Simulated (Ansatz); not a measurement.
Born–Oppenheimer molecular dynamics of a periodic cell of 28 atoms, MnAg$_{2}$O$_{4}$ (host MnAg2O4, host structure Pnma). It starts from an unrelaxed structure (largest force component 3.72 eV/Å).

Theory: Ansatz 0.2.0, DFT PBE-D3(BJ), scalar-relativistic, plane waves, PAW. Settings: cutoff 420 eV, k mesh 1x1x2, fermi-dirac smearing 0.05 eV, spin collinear.

* ensemble: NVT, Nosé–Hoover chain
* time step: 1 fs
* steps asked: 40
* set temperature: 1500 K
* thermostat: time constant 100 fs, chain length 3
* seed: 796226

First frame:

```xyz
28
Lattice="10.0980 0.0000 0.0000 0.0000 7.0589 0.0000 0.0000 0.0000 5.5287" Properties=species:S:1:pos:R:3
Mn 3.228 1.765 0.067
Mn 1.821 5.294 2.831
Mn 8.277 1.765 2.697
Mn 6.870 5.294 5.462
Ag 6.466 1.765 0.024
Ag 8.681 5.294 2.789
Ag 1.417 1.765 2.740
Ag 3.632 5.294 5.505
Ag 5.049 3.529 2.764
Ag 0.000 3.529 0.000
Ag 0.000 0.000 0.000
Ag 5.049 0.000 2.764
O 8.685 1.765 4.340
O 6.462 5.294 1.576
O 3.636 1.765 3.953
O 1.413 5.294 1.189
O 6.595 1.765 2.424
O 8.552 5.294 5.189
O 1.546 1.765 0.340
O 3.503 5.294 3.104
O 8.525 3.123 1.964
O 6.622 3.936 4.728
O 3.476 0.407 0.801
O 1.573 6.652 3.565
O 1.573 3.936 3.565
O 3.476 3.123 0.801
O 6.622 6.652 4.728
O 8.525 0.407 1.964
```

What does the run give?

All steps were run.

| Property | Result |
| --- | --- |
| steps done | 40 |
| time covered | 40 fs |
| mean temperature over the second half | 1446 K |
| spread of the potential energy over the second half | 25.4 meV per atom |
| mean potential energy of the second half above the start | 5.1 meV per atom |

The conserved energy stayed within 0.37 meV per atom of its start (net change -0.36 meV per atom), so the integration is sound. A run of 0.04 ps of so small a system gives no equilibrium averages. No Hubbard correction was used and the magnetic state wasn't searched. Limits of this set-up: coarse k mesh.

What happens to the structure?

Mean squared displacements from the first frame to the last, about the centre of mass: Mn 0.03 Å², Ag 0.06 Å², O 0.16 Å². The details hang on the random start.

How do temperature and energy run in time?


```csv
time (fs),T (K),potential energy less start (eV),conserved less start (meV/atom)
0,1500,0.000,0.00
1,1490,0.034,0.00
2,1502,-0.007,-0.01
3,1533,-0.116,-0.04
4,1580,-0.281,-0.08
5,1637,-0.481,-0.13
6,1697,-0.694,-0.18
7,1755,-0.897,-0.22
8,1804,-1.068,-0.25
9,1839,-1.193,-0.26
10,1859,-1.263,-0.26
11,1862,-1.275,-0.25
12,1849,-1.232,-0.23
13,1822,-1.139,-0.21
14,1783,-1.004,-0.18
15,1734,-0.836,-0.16
16,1679,-0.643,-0.13
17,1619,-0.436,-0.11
18,1557,-0.222,-0.09
19,1495,-0.008,-0.08
20,1435,0.198,-0.06
21,1380,0.389,-0.05
22,1331,0.559,-0.03
23,1289,0.702,-0.02
24,1257,0.814,-0.01
25,1235,0.889,-0.01
26,1224,0.925,0.00
27,1226,0.918,0.00
28,1240,0.869,0.00
29,1266,0.775,0.00
30,1305,0.640,-0.01
31,1354,0.465,-0.02
32,1413,0.258,-0.04
33,1479,0.026,-0.07
34,1549,-0.219,-0.10
35,1619,-0.464,-0.15
36,1683,-0.692,-0.19
37,1737,-0.883,-0.24
38,1775,-1.019,-0.29
39,1792,-1.080,-0.33
40,1783,-1.053,-0.36
```

The run took 18 min on 2 threads of Intel(R) Xeon(R) Platinum 8259CL CPU @ 2.50GHz (Skylake/Cascade Lake), on a shared host, peak memory 1.1 GiB.
